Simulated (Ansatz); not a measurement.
# ClFGaH3OSi: up Jacob's ladder to CCSD(T)

An exercise on one series of results from a longer session: the logs are not shown, and one member is left open.

The runs use Ansatz 0.2.0, Gaussian basis; functionals in def2-TZVPP, the program's frozen cores in correlated methods.

Levels to be run: LDA (SPW92), PBE-D4, revPBE-D4, BLYP-D4, r2SCAN-D4, B97M-V, PBE0-D4, B3LYP-D4, r2SCANh-D4, r2SCAN0-D4, HSE06-D4, BHLYP-D4, CAM-B3LYP-D4, LC-ωPBE, ωB97X-V, ωB97M-V, B2PLYP, PBE-QIDH; CCSD(T)/def2-SVP; CCSD(T)/def2-TZVPP; MP2/def2-QZVPP; extrapolation to the limit; RPA on PBE.

### The relaxed structure

All runs share one geometry, relaxed beforehand with PBE0-D4 in a triple-zeta def2 set.

SMILES `[F][Ga]([Cl])[O][SiH3]`, 8 atoms, charge 0, spin multiplicity 1.

Atoms are counted from 1 here; the program's logs count them from 0.

Bond lengths: F1–Ga2 1.738 Å, Ga2–Cl3 2.100 Å, Ga2–O4 1.750 Å, O4–Si5 1.644 Å, Si5–H6 1.487 Å, Si5–H7 1.486 Å, Si5–H8 1.483 Å. Angles: F1–Ga2–Cl3 119.3°, F1–Ga2–O4 118.5°, Cl3–Ga2–O4 122.2°, Ga2–O4–Si5 138.0°, O4–Si5–H6 110.7°, O4–Si5–H7 110.5°, O4–Si5–H8 107.6°, H6–Si5–H7 108.9°, H6–Si5–H8 109.6°, H7–Si5–H8 109.6°.

Set-up of the first run:

Contents of in.yaml:

```yaml
crystal:
  periodic: [false, false, false]
  atoms:
    - {symbol: F, position_ang: [-0.086272, -1.890285, 1.766401]}
    - {symbol: Ga, position_ang: [1.083137, -1.126081, 0.732019]}
    - {symbol: Cl, position_ang: [3.076447, -1.787164, 0.771659]}
    - {symbol: O, position_ang: [0.552717, 0.175942, -0.309301]}
    - {symbol: Si, position_ang: [-0.843913, 0.971247, -0.655337]}
    - {symbol: H, position_ang: [-1.431131, 1.560175, 0.576771]}
    - {symbol: H, position_ang: [-1.832907, 0.044108, -1.265091]}
    - {symbol: H, position_ang: [-0.518078, 2.052067, -1.617132]}
basis:
  gaussian: {orbitals: def2-TZVPP}
hamiltonian: {xc: lda}
output: {orbitals: {seedname: orbitals}}
```

Run with:

```sh
$ ansatz run in.yaml --threads 4 --pin off --events-out ev --progress --plain --max-ram 10444MiB
```

Steps of the session up to this table: LDA; PBE-D4 (GGA); revPBE-D4 (GGA); BLYP-D4 (GGA); r2SCAN-D4 (meta-GGA); B97M-V (meta-GGA); PBE0-D4 (hybrid); B3LYP-D4 (hybrid); r2SCANh-D4 (hybrid); r2SCAN0-D4 (hybrid); HSE06-D4 (hybrid); BHLYP-D4 (hybrid); CAM-B3LYP-D4 (range-separated); LC-ωPBE (range-separated); ωB97X-V (range-separated); ωB97M-V (range-separated); B2PLYP (double hybrid); PBE-QIDH (double hybrid).

One of the session's tables, all rows but one given; the rest of the session is left out.

It belongs to the step «Frontier levels by functional». 

```
  functional  HOMO (eV)  LUMO (eV)  gap (eV)
 LDA (SPW92)      -7.79      -3.12      4.66
      PBE-D4      -7.69      -2.79      4.90
   revPBE-D4      -7.64      -2.63      5.00
     BLYP-D4      -7.60      -2.76      4.84
   r2SCAN-D4          ?          ?         ?
      B97M-V      -8.13      -2.67      5.46
     PBE0-D4      -9.12      -1.81      7.31
    B3LYP-D4      -8.91      -2.16      6.75
  r2SCANh-D4      -8.58      -2.14      6.44
  r2SCAN0-D4      -9.36      -1.63      7.74
    HSE06-D4      -8.71      -2.18      6.53
    BHLYP-D4     -10.50      -0.92      9.58
CAM-B3LYP-D4     -10.56      -0.86      9.70
     LC-ωPBE     -11.93       0.52     12.45
     ωB97X-V     -11.58       0.32     11.89
     ωB97M-V     -11.41       0.09     11.50
```

Estimate the missing values for r2SCAN-D4.

Worked estimate for «HOMO (eV)». Against the share of exact exchange, r2SCANh-D4 (0.1, -8.58), r2SCAN0-D4 (0.25, -9.36) give a slope of -5.20 per unit share; at 0 the line stands at -8.06.

The run gave: HOMO (eV): -8.05; LUMO (eV): -2.48; gap (eV): 5.57. In «HOMO (eV)» the line misses by -0.01.
